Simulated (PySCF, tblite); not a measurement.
**C₃H₁₀B₂OS: geometry, infrared bands and NMR shifts**

What infrared bands and NMR shifts should C₃H₁₀B₂OS (`BSBOCCC`) show?

Programs: tblite 0.8.0 and PySCF 2.14.0, with density-fitted response routines of our own. Each step states its level of theory. These are calculated values for one molecule in the gas phase, unless marked as measured. Atoms are numbered from 0 throughout.

### Step 1. The starting structure

17 atoms, charge 0, multiplicity 1; geometry from: force field or distance geometry start.

Bonds of the start (Å): B0–S1 1.89, S1–B2 1.86, B2–O3 1.49, O3–C4 1.40, C4–C5 1.50, C5–C6 1.53, B0–H7 1.18, B0–H8 1.20, B2–H9 1.19, C4–H10 1.09, C4–H11 1.13, C5–H12 1.10, C5–H13 1.11, C6–H14 1.11, C6–H15 1.09, C6–H16 1.11.

### Step 2. Geometry optimisation with GFN2-xTB

What the job is given:

```
{"job": {"kind": "relax", "xc": "GFN2-xTB", "basis": "xTB"}, "charge": 0, "multiplicity": 1}
B      3.482400     0.819900     0.535300
S      3.264200    -1.000000     0.056500
B      1.466700    -1.382600    -0.260600
O      0.425200    -0.484800     0.307300
C     -0.783500    -0.953200    -0.210800
C     -1.986300    -0.178600     0.245000
C     -1.899500     1.301900    -0.129700
H      4.502000     1.243000     0.965400
H      2.491600     1.347500     0.971300
H      1.200300    -1.975700    -1.256400
H     -0.857500    -2.022500     0.009500
H     -0.699900    -0.743600    -1.317700
H     -2.885500    -0.591400    -0.245900
H     -2.166000    -0.301500     1.336900
H     -0.957200     1.394900    -0.710000
H     -2.726100     1.585400    -0.781800
H     -1.877900     1.953300     0.774700
```

Run with:

```bash
OMP_NUM_THREADS=1 python probes_run.py task.json out
```

The driver reads the jobs from task.json and runs them one after another.

**Question.** This job is followed by: GFN2-xTB harmonic vibrations, gas phase; GIAO PBE0/pcSseg-1 NMR shielding, non-relativistic, gas phase. Predict these results of the whole session: strongest single infrared mode (GFN2-xTB); zero-point energy (GFN2-xTB); ¹³C shifts against TMS (PBE0/pcSseg-1); ¹H shifts against TMS (PBE0/pcSseg-1, means over atoms taken as alike); ¹¹B shifts against BF3·OEt2 (PBE0/pcSseg-1); ³³S shifts against CS2 (PBE0/pcSseg-1); ¹⁷O shifts against H2O (PBE0/pcSseg-1); surface potential, 1st and 99th percentile.

The runs gave:

| quantity | value |
| --- | --- |
| strongest single infrared mode (GFN2-xTB) | 1310 cm⁻¹, 315 km/mol |
| zero-point energy (GFN2-xTB) | 83.2 kcal/mol |
| ¹³C shifts against TMS (PBE0/pcSseg-1) | 77.2, 32.7, 13.2 ppm |
| ¹H shifts against TMS (PBE0/pcSseg-1, means over atoms taken as alike) | 7.60, 5.70, 4.45, 1.58, 1.28 ppm |
| ¹¹B shifts against BF3·OEt2 (PBE0/pcSseg-1) | 70.6, 39.9 ppm |
| ³³S shifts against CS2 (PBE0/pcSseg-1) | 108 ppm |
| ¹⁷O shifts against H2O (PBE0/pcSseg-1) | 204.7 ppm |
| surface potential, 1st and 99th percentile | -0.85 V and 0.97 V |

The optimisation took 192 steps and gained 1.569 eV; among the close pairs (by a distance rule), B2–O3 changed most, from 1.488 to 1.320 Å. No mode is imaginary among the 45: a minimum at this level. The strongest single mode, at 1310 cm⁻¹, moves mainly H10, B2 and O3. Unscaled tight-binding wavenumbers are off by several per cent, some by more. Its intensities can rank the bands wrongly. At PBE0/pcSseg-1: The largest span, 684 ppm, is at S1, where the paramagnetic term is -665 ppm. By nearest atom (PBE0/pcSseg-1), the HOMO sits on S1 64 %; O3 12 % and the LUMO on B0 41 %; B2 17 %.
